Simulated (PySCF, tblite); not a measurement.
**CH10BNPSi2 radical: geometry, infrared bands and EPR parameters**

What infrared bands and EPR parameters should CH10BNPSi2 radical (`BP[SiH2]C[SiH2][NH]`) show?

Computed with tblite 0.8.0 and PySCF 2.14.0, with density-fitted response routines of our own, on a single molecule in the gas phase. Atoms count from 0, in the outputs and in this text.

**1. Starting geometry**

16 atoms, charge 0, multiplicity 2; geometry from: force field or distance geometry start.

Bonds of the start (Å): B0–P1 1.96, P1–Si2 2.22, Si2–C3 1.86, C3–Si4 1.85, Si4–N5 1.80, B0–H6 1.18, B0–H7 1.19, P1–H8 1.45, Si2–H9 1.48, Si2–H10 1.46, C3–H11 1.10, C3–H12 1.13, Si4–H13 1.46, Si4–H14 1.47, N5–H15 1.04.

**2. Geometry optimisation with GFN2-xTB**

The job: settings as JSON, then the geometry in Å.

```
{"job": {"kind": "relax", "xc": "GFN2-xTB", "basis": "xTB"}, "charge": 0, "multiplicity": 2}
B      3.667800    -0.170200     0.618100
P      2.252300    -0.187800    -0.732900
Si     0.412800    -1.054000     0.153200
C     -0.709300     0.384800     0.500500
Si    -2.500800     0.078900     0.170900
N     -3.406500     1.406300     0.978900
H      4.656100    -0.772400     0.375900
H      3.309000    -0.183900     1.751700
H      2.004700     1.206800    -1.053600
H      0.705800    -1.768500     1.411800
H     -0.130300    -1.991600    -0.825500
H     -0.372700     1.232900    -0.121100
H     -0.629100     0.639900     1.601300
H     -2.988800    -1.212400     0.634700
H     -2.780600     0.184100    -1.272500
H     -3.498100     2.216100     0.332200
```

On the command line:

```bash
OMP_NUM_THREADS=1 python probes_run.py task.json out
```

This one command runs all jobs of the session in turn.

**Question.** This job is followed by: GFN2-xTB harmonic vibrations, gas phase; UKS B3LYP, pcH-1 on B C H N P Si, non-relativistic, mean-field spin-orbit, GIAO. Predict these results of the whole session: strongest single infrared mode (GFN2-xTB); zero-point energy (GFN2-xTB); g(iso) (B3LYP); ⟨S²⟩; largest a(iso) (averaged by class); potential on the surface of density 0.002 e/bohr³, 1st and 99th percentile.

As calculated:

| quantity | value |
| --- | --- |
| strongest single infrared mode (GFN2-xTB) | 2256 cm⁻¹, 305 km/mol |
| zero-point energy (GFN2-xTB) | 63.9 kcal/mol |
| g(iso) (B3LYP) | 2.00532 |
| ⟨S²⟩ | 0.756 (exact 0.75) |
| largest a(iso) (averaged by class) | 29Si on Si4, 58.7 MHz |
| potential on the surface of density 0.002 e/bohr³, 1st and 99th percentile | -1.40 V and 1.71 V |

In words: Over 237 steps the energy fell by 1.400 eV; of the close pairs, Si4–N5 changed most, 1.799 to 1.655 Å. All 42 modes are real, so the xTB geometry is a minimum. The strongest single mode, at 2256 cm⁻¹, moves mainly H13. Unscaled tight-binding wavenumbers are off by several per cent, some by more. Its intensities can rank the bands wrongly. Most of the unpaired spin sits on N5 (0.89 e). The isotropic g lies 3.0 ppt above the free-electron value. These values are for one conformer; the search (at its own cheap level) found 2 more, at 0.02, 2.13 kcal/mol (those within 0.05 may be mirror or relabelled copies), and measured spectra average over such forms.
